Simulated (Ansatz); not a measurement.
Crystal: HPbNO4.

```xyz
14
Lattice="4.1204 -0.0008 -0.0112 0.0040 6.4272 0.0536 0.0279 3.2071 7.7499" Properties=species:S:1:pos:R:3 pbc="T T T"
H     3.7380    2.9684    3.7875
H     1.6795    6.6644    4.0009
Pb    1.6467    4.2515    5.4933
Pb    3.6983    5.3813    2.2951
N     2.6193    1.9491    1.6102
N     0.5769    7.6848    6.1852
O     3.7590    3.8553    4.2210
O     2.2235    3.1363    1.5259
O     2.2071    1.0645    0.8217
O     3.4590    1.6183    2.5274
O     1.6973    5.7776    3.5672
O     0.1804    6.4980    6.2725
O     0.1698    8.5703    6.9754
O     1.4117    8.0143    5.2631
```

The cell was built by a generator and needn't be a form met in nature.

Program: Ansatz 0.2.0. Alike in all runs: potentials or basis all-electron LAPW, scalar-relativistic; no spin polarisation; cell as given; smearing fermi-dirac 0.05 eV; basis error allowed 0.003 eV/atom.

Problem. Order these runs on this cell by their pressure, lowest first.
A. level RPBE; k mesh 5 × 4 × 3; cutoff (eV) 691
B. level LDA; k mesh 5 × 4 × 3; cutoff (eV) 695
C. level PBE; k mesh 7 × 5 × 4; cutoff (eV) 693
D. level PBEsol; k mesh 5 × 4 × 3; cutoff (eV) 693

Solution. B (-5.8 GPa), D (-2.8 GPa), C (-0.1 GPa), A (2.5 GPa).

Not every run made on this cell is shown here.
